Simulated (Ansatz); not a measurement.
# CH₆OSSn: up Jacob's ladder to CCSD(T)

An exercise on one series of results from a longer session: the logs are not shown, and one member is left open.

The runs use Ansatz 0.2.0, Gaussian basis; functionals in def2-TZVPP, the program's frozen cores in correlated methods.

Plan: LDA (SPW92), PBE-D4, revPBE-D4, BLYP-D4, r2SCAN-D4, B97M-V, PBE0-D4, B3LYP-D4, r2SCANh-D4, r2SCAN0-D4, HSE06-D4, BHLYP-D4, CAM-B3LYP-D4, LC-ωPBE, ωB97X-V, ωB97M-V, B2PLYP, PBE-QIDH; CCSD(T)/def2-SVP; CCSD(T)/def2-TZVPP; MP2/def2-QZVPP; extrapolation to the limit; RPA on PBE.

## The geometry

An earlier PBE0-D4 in a triple-zeta def2 set relaxation fixed the geometry. Sn takes the def2 core potential; no spin-orbit term is included.

SMILES `[CH3][SnH]([OH])[SH]`, 10 atoms, charge 0, spin multiplicity 1.

Atoms are counted from 1 here; the program's logs count them from 0.

Bond lengths: C1–Sn2 2.121 Å, C1–H5 1.089 Å, C1–H6 1.090 Å, C1–H7 1.090 Å, Sn2–O3 1.968 Å, Sn2–S4 2.405 Å, Sn2–H8 1.709 Å, O3–H9 0.960 Å, S4–H10 1.344 Å. Angles: Sn2–C1–H5 110.2°, Sn2–C1–H6 109.3°, Sn2–C1–H7 108.8°, H5–C1–H6 109.7°, H5–C1–H7 109.6°, H6–C1–H7 109.2°, C1–Sn2–O3 102.9°, C1–Sn2–S4 113.0°, C1–Sn2–H8 117.6°, O3–Sn2–S4 108.1°, O3–Sn2–H8 109.8°, S4–Sn2–H8 105.2°, Sn2–O3–H9 113.0°, Sn2–S4–H10 93.2°.

The first run:

File in.yaml:

```yaml
crystal:
  periodic: [false, false, false]
  atoms:
    - {symbol: C, position_ang: [-1.432200, 0.636658, -0.180630]}
    - {symbol: Sn, position_ang: [0.188898, -0.693679, 0.135027]}
    - {symbol: O, position_ang: [1.037780, 0.026272, 1.758066]}
    - {symbol: S, position_ang: [1.810042, -0.640644, -1.641285]}
    - {symbol: H, position_ang: [-1.960003, 0.375143, -1.096961]}
    - {symbol: H, position_ang: [-2.115779, 0.579417, 0.666431]}
    - {symbol: H, position_ang: [-1.042792, 1.651190, -0.259321]}
    - {symbol: H, position_ang: [-0.177760, -2.348101, 0.357146]}
    - {symbol: H, position_ang: [1.910791, -0.339228, 1.919045]}
    - {symbol: H, position_ang: [1.864124, 0.701873, -1.654516]}
basis:
  gaussian: {orbitals: def2-TZVPP}
hamiltonian: {xc: lda}
output: {orbitals: {seedname: orbitals}}
```

Among the steps run: LDA; PBE-D4 (GGA); revPBE-D4 (GGA); BLYP-D4 (GGA); r2SCAN-D4 (meta-GGA); B97M-V (meta-GGA); PBE0-D4 (hybrid); B3LYP-D4 (hybrid); r2SCANh-D4 (hybrid); r2SCAN0-D4 (hybrid); HSE06-D4 (hybrid); BHLYP-D4 (hybrid); CAM-B3LYP-D4 (range-separated); LC-ωPBE (range-separated); ωB97X-V (range-separated); ωB97M-V (range-separated); B2PLYP (double hybrid); PBE-QIDH (double hybrid).

One of the session's tables, all rows but one given; the rest of the session is left out.

It belongs to the step «Orbital energies across the functionals». 

```
  functional  HOMO (eV)  gap (eV)
 LDA (SPW92)      -6.26      4.71
      PBE-D4      -6.13      4.82
   revPBE-D4      -6.07      4.86
     BLYP-D4      -5.96      4.69
   r2SCAN-D4          ?         ?
      B97M-V      -6.50      5.48
     PBE0-D4      -7.38      7.01
    B3LYP-D4      -7.13      6.43
  r2SCANh-D4      -6.88      6.21
  r2SCAN0-D4      -7.57      7.39
    HSE06-D4      -6.98      6.24
    BHLYP-D4      -8.48      9.01
CAM-B3LYP-D4      -8.71      9.28
     LC-ωPBE     -10.13     11.96
     ωB97X-V      -9.75     11.43
     ωB97M-V      -9.59     11.00
```

**Question.** Estimate the row for r2SCAN-D4.

Worked estimate for «HOMO (eV)». Against the share of exact exchange, r2SCANh-D4 (0.1, -6.88), r2SCAN0-D4 (0.25, -7.57) give a slope of -4.60 per unit share; at 0 the line stands at -6.42.

The run gave: HOMO (eV): -6.42; gap (eV): 5.42. In «HOMO (eV)» the line misses by 0.00.
